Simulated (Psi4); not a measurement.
# GaNH4 (SMILES [NH2][GaH2]): PBE0-D4/def2-SVP (density fitting)

Wanted: a short trajectory of GaNH4. Input form: an ASE script.

Program for the calculation: Psi4 1.11.

## (1) The system as given

GaNH4: 6 atoms, total charge 0, spin state singlet. SMILES: `[NH2][GaH2]`. Geometry: a GFN2-xTB relaxation, a rough one for these elements and not checked as a minimum. The run starts from this shape.

Bond lengths: N1–Ga2 1.802 Å, N1–H3 1.013 Å, N1–H4 1.014 Å, Ga2–H5 1.547 Å, Ga2–H6 1.547 Å. Angles: N1–Ga2–H5 119.1°, N1–Ga2–H6 119.1°, Ga2–N1–H3 125.9°, Ga2–N1–H4 125.7°, H5–Ga2–H6 121.8°, H3–N1–H4 108.5°.

## (2) A short trajectory at PBE0-D4/def2-SVP (density fitting)

Input file gah4n.xyz:

```xyz
6
GaH4N
N     -0.010890    -0.953070     0.044760
Ga     0.008780     0.846340    -0.041070
H      0.261590    -1.585910    -0.698360
H     -0.294460    -1.503880     0.847580
H      0.468650     1.533200    -1.349240
H     -0.433670     1.663320     1.196330
```

Input file run_ase.py:

```python
import numpy as np
from ase.calculators.psi4 import Psi4
from ase.io import read
from ase import units
from ase.md.velocitydistribution import MaxwellBoltzmannDistribution, Stationary
from ase.md.verlet import VelocityVerlet

mol = read('gah4n.xyz')
calc = Psi4(atoms=mol, method='pbe0-d4', basis='def2-SVP', memory='1600MB', num_threads=1, charge=0, multiplicity=1, label='psi4-calc')
mol.calc = calc

MaxwellBoltzmannDistribution(mol, temperature_K=300.0, rng=np.random.default_rng(159))
Stationary(mol)
dyn = VelocityVerlet(mol, 1.0 * units.fs)
def show():
    ep, ek = mol.get_potential_energy(), mol.get_kinetic_energy()
    print(f'step {dyn.nsteps:3d}  Epot {ep:14.6f}  Ekin {ek:9.6f}  Etot {ep + ek:14.6f} eV  T {mol.get_temperature():7.1f} K')
dyn.attach(show)
dyn.run(15)
```

Run with:

```sh
$ python run_ase.py
```

psi4-calc.dat:

```text
[...]
  Running in c1 symmetry.
[...]
  Nuclear repulsion =  106.475741138632443
[...]
  Multiplicity = 1
[...]
  Nalpha       = 21
  Nbeta        = 21
[...]
    Number of basis functions: 66
[...]
   @DF-RKS iter   1: -1979.62487249603669   -1.85461e+00   3.79304e-02 DIIS/ADIIS
[...]
   @DF-RKS iter  12: -1981.39867216550579   -5.22959e-12   3.61586e-09 DIIS
[...]
    Orbital Energies [Eh]
    ---------------------
    Doubly Occupied:
       1A   -372.854581     2A    -46.022807     3A    -40.750337
       4A    -40.746498     5A    -40.746252     6A    -14.371262
       7A     -5.547637     8A     -3.822563     9A     -3.812650
      10A     -3.812114    11A     -0.860835    12A     -0.845772
      13A     -0.843466    14A     -0.842634    15A     -0.839379
      16A     -0.798858    17A     -0.476658    18A     -0.463694
      19A     -0.346296    20A     -0.312597    21A     -0.257384
[...]
  @DF-RKS Final Energy: -1981.39867216550579
   => Energetics <=
    Nuclear Repulsion Energy =            106.4757411386324435
    One-Electron Energy =               -2973.0166416237448175
    Two-Electron Energy =                 947.8980878604528471
    DFT Exchange-Correlation Energy =     -62.7536017831752417
    Empirical Dispersion Energy =          -0.0022577576712316
    VV10 Nonlocal Energy =                  0.0000000000000000
    Total Energy =                      -1981.3986721655057863
[...]
 Multipole Moments:
 ------------------------------------------------------------------------------------
     Multipole            Electronic (a.u.)      Nuclear  (a.u.)        Total (a.u.)
 ------------------------------------------------------------------------------------
 L = 1.  Multiply by 2.5417464519 to convert [e a0] to [Debye]
 Dipole X            :          0.0457223           -0.2808375           -0.2351152
 Dipole Y            :          3.8611405           -4.2029255           -0.3417850
 Dipole Z            :          0.0391200           -0.0317050            0.0074150
 Magnitude           :                                                    0.4149110
[...]
  -Total Gradient:
     Atom            X                  Y                   Z
    ------   -----------------  -----------------  -----------------
       1        0.010944997156    -0.002104233977    -0.003825989473
       2       -0.001073296262     0.026732238592    -0.000102028332
       3        0.008751689036    -0.006072469453    -0.016921162876
       4       -0.018569302605    -0.011398947074     0.019380229452
       5       -0.003372642252    -0.005051388380     0.006956431357
       6        0.003316070748    -0.002105042220    -0.005499073405
[...]
```

Standard output:

```text
step   0  Epot  -53916.739706  Ekin  0.192795  Etot  -53916.546911 eV  T   248.6 K
step   1  Epot  -53916.719168  Ekin  0.174466  Etot  -53916.544702 eV  T   225.0 K
step   2  Epot  -53916.690276  Ekin  0.149082  Etot  -53916.541195 eV  T   192.2 K
step   3  Epot  -53916.699873  Ekin  0.156406  Etot  -53916.543467 eV  T   201.7 K
step   4  Epot  -53916.718055  Ekin  0.171405  Etot  -53916.546650 eV  T   221.0 K
step   5  Epot  -53916.699546  Ekin  0.154348  Etot  -53916.545198 eV  T   199.0 K
step   6  Epot  -53916.662462  Ekin  0.120250  Etot  -53916.542212 eV  T   155.0 K
step   7  Epot  -53916.650269  Ekin  0.108588  Etot  -53916.541681 eV  T   140.0 K
step   8  Epot  -53916.670875  Ekin  0.126656  Etot  -53916.544219 eV  T   163.3 K
step   9  Epot  -53916.686581  Ekin  0.139816  Etot  -53916.546766 eV  T   180.3 K
step  10  Epot  -53916.662566  Ekin  0.117628  Etot  -53916.544938 eV  T   151.7 K
step  11  Epot  -53916.626740  Ekin  0.085505  Etot  -53916.541234 eV  T   110.2 K
step  12  Epot  -53916.629103  Ekin  0.086152  Etot  -53916.542950 eV  T   111.1 K
step  13  Epot  -53916.647185  Ekin  0.100976  Etot  -53916.546209 eV  T   130.2 K
step  14  Epot  -53916.634647  Ekin  0.089537  Etot  -53916.545110 eV  T   115.4 K
step  15  Epot  -53916.604136  Ekin  0.061943  Etot  -53916.542193 eV  T    79.9 K
```

Run time: 76 s. Hardware: 1 thread of Intel Xeon Platinum 8559C (Emerald Rapids), shared host; peak memory 0.75 GiB.

The path in brief:

| step | potential energy change (eV) | largest force (eV/Å) |
| --- | --- | --- |
| 0 | 0.0000 | 0.4696 |
| 1 | 0.0205 | 1.2068 |
| 2 | 0.0494 | 1.8257 |
| 3 | 0.0398 | 1.4094 |
| 4 | 0.0217 | 0.4182 |
| 5 | 0.0402 | 0.9180 |
| 6 | 0.0772 | 1.5422 |
| 7 | 0.0894 | 1.6111 |
| 8 | 0.0688 | 1.1034 |
| 9 | 0.0531 | 0.9206 |
| 10 | 0.0771 | 2.1744 |
| 11 | 0.1130 | 2.9299 |
| 12 | 0.1106 | 2.7186 |
| 13 | 0.0925 | 1.8172 |
| 14 | 0.1051 | 1.3629 |
| 15 | 0.1356 | 1.4995 |

## (3) Results

At PBE0-D4/def2-SVP (density fitting):

| quantity | value |
| --- | --- |
| potential energy of the last frame | -1981.39867 Eh |
